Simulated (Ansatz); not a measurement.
# TiC: the cost of one run

Computed with Ansatz 0.2.0 (DFT r2SCAN, scalar-relativistic, plane waves, PAW, unless a step's input says otherwise).

## 1. The system as given

The structure is cubic, space group Fm-3m (No. 225). The conventional cell has a = 4.328 Å, b = 4.328 Å, c = 4.328 Å, α = 90.00°, β = 90.00°, γ = 90.00°. Around Ti (site symmetry m-3m) lie 6 C at 2.16 Å. C (site symmetry m-3m) has 6 Ti at 2.16 Å as nearest neighbours.

As a file:

```cif
data_structure
_symmetry_space_group_name_H-M 'P 1'
_symmetry_Int_Tables_number 1
_cell_length_a 3.0604
_cell_length_b 3.0604
_cell_length_c 3.0604
_cell_angle_alpha 60.000
_cell_angle_beta 60.000
_cell_angle_gamma 60.000
_cell_volume 20.27
loop_
_atom_site_label
_atom_site_type_symbol
_atom_site_fract_x
_atom_site_fract_y
_atom_site_fract_z
_atom_site_occupancy
Ti1 Ti 0.00000 0.00000 0.00000 1
C1 C 0.50000 0.50000 0.50000 1
```

The cell is taken as given, not relaxed at this level.

## 2. Zero of energy

Reference values: F = -2758.0168 eV; pressure -0.03 GPa; largest force 0.000 eV/Å; gap on the mesh none (metal). It was computed beforehand with the settings of the runs below.

## 3. Setting up a strain scan

The cell is strained by ε times the Voigt pattern (0, 0, 0, 0, 0, 1) (xx, yy, zz, yz, xz, xy; engineering shear), with fractional coordinates fixed (clamped ions). The stress on the pattern is the sum of the stress components weighted by it, tension positive.

## 4. Point ε = -0.1500

Input file input.yaml:

```yaml
crystal:
  lattice:
    - [-0.1623, 2.164, 2.164]
    - [2.164, -0.1623, 2.164]
    - [2.0017, 2.0017, 0.0]
  atoms:
    - { symbol: Ti, position: [0.0, 0.0, 0.0] }
    - { symbol: C, position: [0.5, 0.5, 0.5] }
basis:
  ecutwfc: 500
kpoints:
  mp_grid: { grid: [18, 18, 18] }
hamiltonian:
  xc: r2scan
scf:
  occupations: { method: gaussian, width: 0.15 }
output:
  forces: true
  stress: true
  eigenvalues: true
```

Command:

```sh
$ ansatz run input.yaml --threads 1 --pin off --max-ram 2560MiB --backend cpu --events-out ev --progress --plain --runs-dir out
```

What time and memory should one allow on 1 thread of AMD EPYC 7R43 (Zen 3), shared host?

About 26 s, with a peak of 0.64 GiB.
